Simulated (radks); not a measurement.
**Ta²⁺ in [Xe] 4f14 5d3: an all-electron calculation**

An exercise on one series of results from a longer session: the logs are not shown, and one member is left open.

Program: radks (a radial shooting solver on a logarithmic mesh, Libxc functionals) version 1. Level of theory: scalar-relativistic Kohn-Sham, PBE, spin-unpolarised, spherical densities, finite nucleus. These are calculated values, not measurements, unless marked.

### The system

```
element            : tantalum (Z = 73)
charge             : +2
electrons          : 71
configuration      : [Xe] 4f14 5d3
nuclear rms radius : 5.3507 fm
```

Outer shells as boxes (Hund's rule):

Ta²⁺
```
[Xe] core
4f [↑↓][↑↓][↑↓][↑↓][↑↓][↑↓][↑↓]
5d [↑ ][↑ ][↑ ][  ][  ]
```

The first run:

The run's settings:

```text
Z 73
configuration [Xe] 4f14 5d3
relativity scalar-relativistic
functional pbe,pbe
spin unpolarised
nucleus finite rms 5.3507 fm
c 137.035999084
```

One table of the session follows, with a row left open; its other results are not shown here.

It belongs to the step «Shells». From the orbitals of this run (lengths in bohr):

| level | <r> | outermost maximum (interpolated) | 90 % within | nodes |
| --- | --- | --- | --- | --- |
| 1s | 0.01867 | 0.0117 | 0.0340 | 0 |
| 2s | 0.07896 | 0.0669 | 0.122 | 1 |
| 2p | 0.07057 | 0.0548 | 0.115 | 0 |
| 3s | 0.2048 | 0.189 | 0.300 | 2 |
| 3p | ? | ? | ? | ? |
| 3d | 0.1856 | 0.152 | 0.288 | 0 |
| 4s | 0.4588 | 0.429 | 0.659 | 3 |
| 4p | 0.4877 | 0.450 | 0.709 | 2 |
| 4d | 0.5230 | 0.461 | 0.785 | 1 |
| 5s | 1.100 | 0.989 | 1.58 | 4 |
| 5p | 1.291 | 1.12 | 1.89 | 3 |
| 4f | 0.6391 | 0.441 | 1.07 | 0 |
| 5d | 1.987 | 1.55 | 3.09 | 2 |

Q: Estimate the row for 3p from the others.

The run gave: <r>: 0.2049; outermost maximum (interpolated): 0.187; 90 % within: 0.306; nodes: 1. In the column «<r>» it lies between 3s (0.2048) and 4s (0.4588).

Caveats from the session: Spin polarisation and multiplet splitting are left out.
